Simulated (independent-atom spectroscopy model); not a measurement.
**CuO/GaAs: a reflectivity curve**

What does grazing-incidence reflection at 8047.8 eV look like for a film of CuO on GaAs?

Program: independent-atom spectroscopy model, version 2. Model: specular X-ray reflectivity by Parratt recursion with Nevot-Croce roughness and Henke factors; layers from the top, each with the roughness of its top surface, no beam divergence or background. All values are calculated.

### Step 1. The sample, from the top down

```csv
layer,thickness (nm),density (g/cm³),roughness of its top (nm)
CuO,2.71,5.89,0.8
GaAs,substrate,5.32,0.55
```

### Step 2. The run

Given to the script:

```json
{
  "layers": ["CuO", "GaAs"],
  "layer_density": [5.89, 5.32],
  "layer_thickness": [2.71, null],
  "layer_roughness": [0.8, 0.55],
  "photon_energy": 8047.8,
  "grazing_angle": [0.1, 0.15, 0.2, 0.25, 0.3, 0.35, 0.4, 0.45, 0.5, 0.55, 0.6, 0.65, 0.7, 0.75, 0.8, 0.85, 0.9, 0.95, 1.0, 1.05, 1.1, 1.15, 1.2, 1.25, 1.3, 1.35, 1.4, 1.45, 1.5, 1.55, 1.6, 1.65, 1.7, 1.75, 1.8, 1.85, 1.9, 1.95, 2.0, 2.05, 2.1, 2.15, 2.2, 2.25, 2.3, 2.35, 2.4, 2.45, 2.5, 2.55]
}
```

Units: layer_density in g/cm³, layer_thickness in nm, layer_roughness in nm, photon_energy in eV, grazing_angle in degrees.

What does the calculation give? Wanted: angle of half reflection; minima past half reflection; reflectivity at 2.55°.

The runs gave:

| quantity | value |
| --- | --- |
| wavelength | 1.5406 Å |
| angle of half reflection | 0.314° |
| minima past half reflection | 0 |
| reflectivity at 2.55° (q = 3.63 1/nm) | 1.9e-08 |

What this shows: The curve falls through one half for the last time near 0.31°. No fringe spacing is read here; λ/2d for 2.71 nm is 1.629°. The last point lies 7.7 decades below the first. A measurement adds beam divergence and background, which fill sharp minima.
